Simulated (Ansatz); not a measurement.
**C₂H₈AlNS: up Jacob's ladder to CCSD(T)**

The task here is to estimate one member of a computed series from the others.

The runs use Ansatz 0.2.0, Gaussian basis; functionals in def2-TZVPP, the program's frozen cores in correlated methods.

Levels to be run: LDA (SPW92), PBE-D4, revPBE-D4, BLYP-D4, r2SCAN-D4, B97M-V, PBE0-D4, B3LYP-D4, r2SCANh-D4, r2SCAN0-D4, HSE06-D4, BHLYP-D4, CAM-B3LYP-D4, LC-ωPBE, ωB97X-V, ωB97M-V, B2PLYP, PBE-QIDH; CCSD(T)/def2-SVP; CCSD(T)/def2-TZVPP; MP2/def2-QZVPP; extrapolation to the limit.

## The geometry

All runs share one geometry, relaxed beforehand with PBE0-D4 in a triple-zeta def2 set.

SMILES `C[N](C)[AlH][SH]`, 13 atoms, charge 0, spin multiplicity 1.

Atoms are counted from 1 here; the program's logs count them from 0.

Bond lengths: C1–N2 1.440 Å, C1–H6 1.099 Å, C1–H7 1.099 Å, C1–H8 1.092 Å, N2–C3 1.445 Å, N2–Al4 1.771 Å, C3–H9 1.099 Å, C3–H10 1.099 Å, C3–H11 1.093 Å, Al4–S5 2.190 Å, Al4–H12 1.576 Å, S5–H13 1.344 Å. Angles: N2–C1–H6 111.5°, N2–C1–H7 111.6°, N2–C1–H8 111.3°, H6–C1–H7 107.2°, H6–C1–H8 107.5°, H7–C1–H8 107.5°, C1–N2–C3 112.1°, C1–N2–Al4 127.0°, C3–N2–Al4 120.9°, N2–C3–H9 111.5°, N2–C3–H10 111.5°, N2–C3–H11 110.8°, H9–C3–H10 107.3°, H9–C3–H11 107.7°, H10–C3–H11 107.7°, N2–Al4–S5 122.2°, N2–Al4–H12 119.1°, S5–Al4–H12 118.7° and more.

The first run:

The input, in.yaml:

```yaml
crystal:
  periodic: [false, false, false]
  atoms:
    - {symbol: C, position_ang: [-0.112269, 0.715030, 1.140433]}
    - {symbol: N, position_ang: [0.111013, -0.200965, 0.051649]}
    - {symbol: C, position_ang: [0.801007, -1.396266, 0.480238]}
    - {symbol: Al, position_ang: [-0.362701, 0.018283, -1.640297]}
    - {symbol: S, position_ang: [-1.407672, 1.811901, -2.336748]}
    - {symbol: H, position_ang: [-0.719629, 0.257907, 1.934522]}
    - {symbol: H, position_ang: [0.833977, 1.036196, 1.598584]}
    - {symbol: H, position_ang: [-0.634981, 1.612479, 0.802745]}
    - {symbol: H, position_ang: [0.229601, -1.939043, 1.246519]}
    - {symbol: H, position_ang: [1.784767, -1.161712, 0.910948]}
    - {symbol: H, position_ang: [0.959453, -2.076260, -0.360680]}
    - {symbol: H, position_ang: [-0.023004, -1.113584, -2.683246]}
    - {symbol: H, position_ang: [-1.439265, 2.401435, -1.129868]}
basis:
  gaussian: {orbitals: def2-TZVPP}
hamiltonian: {xc: lda}
output: {orbitals: {seedname: orbitals}}
```

Command:

```console
$ ansatz run in.yaml --threads 2 --pin off --events-out ev --progress --plain --max-ram 32768MiB --backend cuda --devices 0, --max-vram 18GiB
```

Among the steps run: LDA; PBE-D4 (GGA); revPBE-D4 (GGA); BLYP-D4 (GGA); r2SCAN-D4 (meta-GGA); B97M-V (meta-GGA); B3LYP-D4 (hybrid); r2SCANh-D4 (hybrid); r2SCAN0-D4 (hybrid); HSE06-D4 (hybrid); BHLYP-D4 (hybrid); CAM-B3LYP-D4 (range-separated); LC-ωPBE (range-separated); ωB97X-V (range-separated); ωB97M-V (range-separated); B2PLYP (double hybrid); PBE-QIDH (double hybrid).

One table of the session follows, with a row left open; its other results are not shown here.

It belongs to the step «Frontier levels by functional». 

```
  functional  HOMO (eV)  gap (eV)
 LDA (SPW92)      -5.43      4.07
      PBE-D4          ?         ?
   revPBE-D4      -5.25      4.19
     BLYP-D4      -5.18      4.16
   r2SCAN-D4      -5.52      4.69
      B97M-V      -5.64      4.64
     PBE0-D4      -6.54      6.13
    B3LYP-D4      -6.33      5.73
  r2SCANh-D4      -5.99      5.40
  r2SCAN0-D4      -6.70      6.48
    HSE06-D4      -6.14      5.36
    BHLYP-D4      -7.72      8.08
CAM-B3LYP-D4      -7.89      8.41
     LC-ωPBE      -9.24     10.81
     ωB97X-V      -8.90     10.35
     ωB97M-V      -8.80      9.98
```

**Question.** Estimate the row for PBE-D4.

The run gave: HOMO (eV): -5.30; gap (eV): 4.15. In the column «HOMO (eV)» it lies between LDA (SPW92) (-5.43) and revPBE-D4 (-5.25).
